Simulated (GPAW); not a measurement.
# Ga3Se (Cmmm) in GPAW: a series of runs

The runs below take Ga3Se through band structure, with PBEsol.

All numbers are computed with GPAW 26.7.0; they aren't measurements. Logs are shortened: lines on timing, memory, paths and dates and some standing lists are left out, and cuts for length are marked. The log counts tension as positive stress, the text compression.

**1. The crystal as given**

Symmetry: Cmmm, No. 65, orthorhombic system. Conventional cell: a = 6.143 Å, b = 6.394 Å, c = 4.432 Å, α = 90.00°, β = 90.00°, γ = 90.00°. Se (site symmetry mmm) has 12 Ga at 3.07 to 3.20 Å as nearest neighbours. Ga (site symmetry mmm) has 4 Se at 3.07 to 3.20 Å and 8 Ga at 3.13 Å as nearest neighbours. Around Ga (site symmetry 2/m) lie 8 Ga at 3.07 to 3.20 Å and 4 Se at 3.13 Å.

The cell comes from a database or a generator and needn't be the stable form of this composition.

**2. Band structure, PBEsol, 21.76 Å³/atom**

run.py reads:

```python
from ase import Atoms
from ase.dft.bandgap import bandgap
from ase.io import write
from ase.units import GPa
from gpaw import GPAW, PW, setup_paths

setup_paths.insert(0, '.')

atoms = Atoms(['Se', 'Ga', 'Ga', 'Ga'],
              cell=[[4.432465, -0.0886493, 0.0],
                    [-0.0886493, 4.432465, 0.0],
                    [0.0, 0.0, 4.432465]],
              scaled_positions=[[0.0, 0.0, 0.0],
                                [0.5, 0.5, 0.0],
                                [0.5, 0.0, 0.5],
                                [0.0, 0.5, 0.5]],
              pbc=True)

calc = GPAW(mode=PW(600),
            xc='PBEsol',
            kpts={'size': (6, 6, 6), 'gamma': True},
            occupations={'name': 'fermi-dirac', 'width': 0.05},
            nbands=18,
            convergence={'density': 1e-05, 'energy': 1e-05},
            maxiter=150,
            txt='gpaw.txt')
atoms.calc = calc
energy = atoms.get_potential_energy()
forces = atoms.get_forces()
stress = atoms.get_stress()
calc.write('gs.gpw')
write('result.traj', atoms)
print(f'Energy: {energy:.6f} eV')
print('Forces (eV/A):')
print(forces.round(4))
print('Stress (GPa):', (stress / GPa).round(3))
print('Fermi level:', round(calc.get_fermi_level(), 4), 'eV')
print(f'Gap: {bandgap(calc)[0]:.4f} eV, direct: {bandgap(calc, direct=True)[0]:.4f} eV')

path = atoms.cell.bandpath('GXSRAZGYX1A1TY,ZT', npoints=100, eps=1e-4)
bs_calc = calc.fixed_density(kpts=path, symmetry='off', nbands=33,
                             convergence={'bands': 'CBM+6.0', 'eigenstates': 1e-6}, txt='bands.txt')
bs = bs_calc.band_structure()
bs.write('bs.json')
print(f'Gap on the path: {bandgap(bs_calc)[0]:.4f} eV')
```

Potentials or basis: PAW data sets generated in the run's folder for this functional, pw.

Command:

```
gpaw-setup -f PBEsol Ga Se
OMP_NUM_THREADS=1 python run.py
```

gpaw.txt:

```text
__  _  _
 | _ |_)|_||  |
 |__||  | ||/\| - 26.7.0

Input parameters:
  mode=PW(ecut=600.0),
  convergence={'density': 1e-05, 'energy': 1e-05},
  kpts=MonkhorstPack(size=(6, 6, 6), gamma=True),
  maxiter=150,
  nbands=18,
  occupations=Occupations(name='fermi-dirac', width=0.05),
  xc=XC(name='PBEsol')

Diagonalizing LCAO Hamiltonian
Converting LCAO to pw mode

         Ga
            Ga

              Ga
       Se

Atoms  # Å, Bohr magnetons
|   | symbol |         x |         y |        z |    initial magnetic moments |
|---|--------|-----------|-----------|----------|-----------------------------|
| 0 |     Se |  0.000000 |  0.000000 | 0.000000 | ( 0.0000,  0.0000,  0.0000) |
| 1 |     Ga |  2.171908 |  2.171908 | 0.000000 | ( 0.0000,  0.0000,  0.0000) |
| 2 |     Ga |  2.216232 | -0.044325 | 2.216232 | ( 0.0000,  0.0000,  0.0000) |
| 3 |     Ga | -0.044325 |  2.216232 | 2.216232 | ( 0.0000,  0.0000,  0.0000) |

Unit cell  # Å
| periodic |         x |         y |        z |  lengths |    angles |
|----------|-----------|-----------|----------|----------|-----------|
|      yes |  4.432465 | -0.088649 | 0.000000 | 4.433351 | 90.000000 |
|      yes | -0.088649 |  4.432465 | 0.000000 | 4.433351 | 90.000000 |
|      yes |  0.000000 |  0.000000 | 4.432465 | 4.432465 | 92.291526 |

Number of symmetries: 8
Symmetry operations  # r_c * U_cc + t_c -> r_c
|   | kind |            matrix            |
|---|------|------------------------------|
| 0 |  E   |  1, 0, 0,  0, 1, 0,  0, 0, 1 |
| 1 |  σ   |  1, 0, 0,  0, 1, 0,  0, 0,-1 |
| 2 |  σ   |  0, 1, 0,  1, 0, 0,  0, 0, 1 |
| 3 |  C2  |  0, 1, 0,  1, 0, 0,  0, 0,-1 |
| 4 |  σ   |  0,-1, 0, -1, 0, 0,  0, 0, 1 |
| 5 |  C2  |  0,-1, 0, -1, 0, 0,  0, 0,-1 |
| 6 |  C2  | -1, 0, 0,  0,-1, 0,  0, 0, 1 |
| 7 |  i   | -1, 0, 0,  0,-1, 0,  0, 0,-1 |

BZ-sampling:
  Number of BZ points: 216
  Number of IBZ points: 52

  Monkhorst-Pack size: [6, 6, 6]
  Monkhorst-Pack shift: [0.08333333333333333, 0.08333333333333333, 0.08333333333333333]

K-points  # in reciprocal-cell coordinates
|     |                                coordinates |     weight |
|-----|--------------------------------------------|------------|
|   0 | (  0.00000000,   0.00000000,   0.00000000) | 0.00462963 |
|   1 | (  0.00000000,   0.00000000,   0.16666667) | 0.00925926 |
|   2 | (  0.00000000,   0.00000000,   0.33333333) | 0.00925926 |
|   3 | (  0.00000000,   0.00000000,   0.50000000) | 0.00462963 |
|   4 | (  0.16666667,  -0.16666667,   0.00000000) | 0.00925926 |
|   5 | (  0.16666667,  -0.16666667,   0.16666667) | 0.01851852 |
|   6 | (  0.16666667,  -0.16666667,   0.33333333) | 0.01851852 |
|   7 | (  0.16666667,  -0.16666667,   0.50000000) | 0.00925926 |
|   8 | (  0.16666667,   0.00000000,   0.00000000) | 0.01851852 |
|   9 | (  0.16666667,   0.00000000,   0.16666667) | 0.03703704 |
| ... |                                            |            |
|  51 | (  0.50000000,   0.50000000,   0.50000000) | 0.00462963 |

Plane wave coefficients: 2936
Cutoff: 600.0 eV

Spin-components: 1 (collinear spins)
Bands:           18
Projectors:      20
Spin-degeneracy: 2
Datatype:        complex128

Parallelization:
  kpt:    1
  domain: 1
  band:   1

Density:
  Valence electrons: 15.0
  Components: 1
  Grid points: [27 27 27]
  Charge: 0.0  # |e|

Potential:
  Grid points: [27 27 27]

species:
  Se:
    name:    Selenium
    Z:       34.0
    valence: 6
    core:    28
    charge:  0.0  # [|e|]
    compensation charges:
      type: gauss
      rc: 0.27  # [Å]
      lmax: 2
    cutoffs:
      filter: 1.77  # [Å]
      core: 2.67  # [Å]
    projectors
    | kind |    occ | energy [eV] | rcut [Å] |
    |------|--------|-------------|----------|
    |   4s |  2.000 |     -17.281 |    0.847 |
    |   4p |  4.000 |      -6.511 |    1.005 |
    |    s |        |       9.930 |    0.847 |
    |    p |        |      20.700 |    1.005 |
    |    d |        |       0.000 |    0.847 |

    Using partial waves for Se as LCAO basis

  Ga:
    name:    Gallium
    Z:       31.0
    valence: 3
    core:    28
    charge:  0.0  # [|e|]
    compensation charges:
      type: gauss
      rc: 0.37  # [Å]
      lmax: 2
    cutoffs:
      filter: 2.06  # [Å]
      core: 4.17  # [Å]
    projectors
    | kind |    occ | energy [eV] | rcut [Å] |
    |------|--------|-------------|----------|
    |   4s |  2.000 |      -8.959 |    1.164 |
    |   4p |  1.000 |      -2.572 |    1.164 |
    |    s |        |      18.252 |    1.164 |
    |    p |        |      24.640 |    1.164 |
    |    d |        |       0.000 |    1.164 |

    Using partial waves for Ga as LCAO basis

Reference energy: -224591.637786  # eV

eigensolver:
  PPCG
  Converge bands: occupied
  niter=2

density mixing:
  MSR1-Mixer
  Pratt-step length: 0.05
  Maximum mixing coefficient: 0.75
  Old densities: 10
  SVD Regularization: 0.005
  Good broyden scale: 1.0
  Trust region scale: 1.0
  Backstep threshold: 4.0
  History deletion threshold: 6.0
  Fourier metric: weight=20.0, sigma=0.015

occupation numbers:
  Fermi-Dirac:
    width: 0.0500  # eV

poisson solver:
  ecut: 4800.0  # eV

xc functional:
  name: PBEsol with 2 nearest neighbor stencil

convergence criteria:
- Maximum integral of absolute [dens]ity change: 1e-05 electrons / valence electron
- Maximum [total energy] change in last 3 cyles: 1e-05 eV / valence electron
- Maximum integral of absolute [eigenst]ate change: 4e-08 eV^2 / valence electron
maximum number of iterations: 150

SCF iterations
|iter     | |      energy | eigst |  dens |
|---------|-|-------------|-------|-------|
|iter:   1| |  -14.079856 | -0.79 |       |
|iter:   2| |  -14.060989 | -2.74 | -1.18 |
|iter:   3| |  -13.981241 | -3.09 | -1.22 |
|iter:   4| |  -13.976680 | -4.10 | -1.79 |
|iter:   5| |  -13.976474 | -5.01 | -2.58 |
|iter:   6| |  -13.976457 | -5.82 | -3.10 |
|iter:   7| |  -13.976457c| -6.73 | -3.86 |
|iter:   8| |  -13.976458c| -7.59c| -4.45 |
|iter:   9| |  -13.976458c| -8.25c| -5.09c|

Converged in 9 steps
Energy contributions relative to reference atoms: (reference = -224591.637786)

Energy contributions:
  Kinetic:          14.420498
  Coulomb:         -13.377031
  Zero:             -0.002319
  External:          0.000000
  Xc:              -15.012428
  Entropy:          -0.010356
  Spinorbit:         0.000000
  ----------------------------
  Free energy:     -13.981635
  Extrapolated:    -13.976458

dipole moment: (-27.278205, -27.278205, -27.833948)  # |e|*Ang

Fermi level: 5.466
Eigenvalues  # (at kpt = [0.000, 0.000, 0.000])
| band index |      eig [eV] | occ [0-2] |
|------------|---------------|-----------|
|          0 |        -8.050 |     2.000 |
|          1 |        -2.049 |     2.000 |
|          2 |         1.669 |     2.000 |
|          3 |         1.741 |     2.000 |
|          4 |         1.812 |     2.000 |
|          5 |         2.614 |     2.000 |
|          6 |         2.636 |     2.000 |
|          7 |         6.785 |     0.000 |
|          8 |         7.090 |     0.000 |
|          9 |         7.377 |     0.000 |
|         10 |         9.616 |     0.000 |
|         11 |         9.887 |     0.000 |
|         12 |        10.186 |     0.000 |
|         13 |        11.375 |     0.000 |
|         14 |        12.178 |     0.000 |
|        ... |               |           |
|         17 |        13.031 |     0.000 |

No gap
No difference between direct/indirect transitions

Forces  # eV/Ang
|        x |        y |       z |
|----------|----------|---------|
| -0.00000 |  0.00000 | 0.00000 |  # Se   0
|  0.00000 | -0.00000 | 0.00000 |  # Ga   1
|  0.00000 |  0.00000 | 0.00000 |  # Ga   2
|  0.00000 |  0.00000 | 0.00000 |  # Ga   3

Stress tensor  # eV/Ang^3
|        x |        y |        z |
|----------|----------|----------|
| 0.023849 | 0.000560 | 0.000000 |
| 0.000560 | 0.023849 | 0.000000 |
| 0.000000 | 0.000000 | 0.024959 |

# Writing to gs.gpw (mode='')
```

Wall time 2 min (1 thread of Arm Neoverse V1, shared host); peak memory 0.48 GiB.

What came out:

| Property | Result |
| --- | --- |
| Free energy | -13.9816 eV |
| Pressure | -3.9 GPa |
| Band gap along the path | none (metal or under the smearing width) |

Caveat: the density grid can change from cell to cell, which puts small steps into energies and stress.

**3. Band structure, PBEsol, 21.77 Å³/atom**

Edit run.py of step 2 so:

```diff
@@ -9,4 +9,4 @@
 atoms = Atoms(['Se', 'Ga', 'Ga', 'Ga'],
-              cell=[[4.432465, -0.0886493, 0.0],
-                    [-0.0886493, 4.432465, 0.0],
+              cell=[[4.432465, -0.04432465, 0.0],
+                    [-0.04432465, 4.432465, 0.0],
                     [0.0, 0.0, 4.432465]],
```

Potentials or basis: PAW data sets generated in the run's folder for this functional, pw.

Command:

```
gpaw-setup -f PBEsol Ga Se
OMP_NUM_THREADS=1 python run.py
```

Wall time 2.2 min (1 thread of Arm Neoverse V1, shared host); peak memory 0.47 GiB.

Results (log left out):

| Item | Value |
| --- | --- |
| Free energy | -13.9798 eV |
| Pressure | -3.9 GPa |
| Band gap along the path | none (metal or under the smearing width) |

Caveat: the density grid can change from cell to cell, which puts small steps into energies and stress.
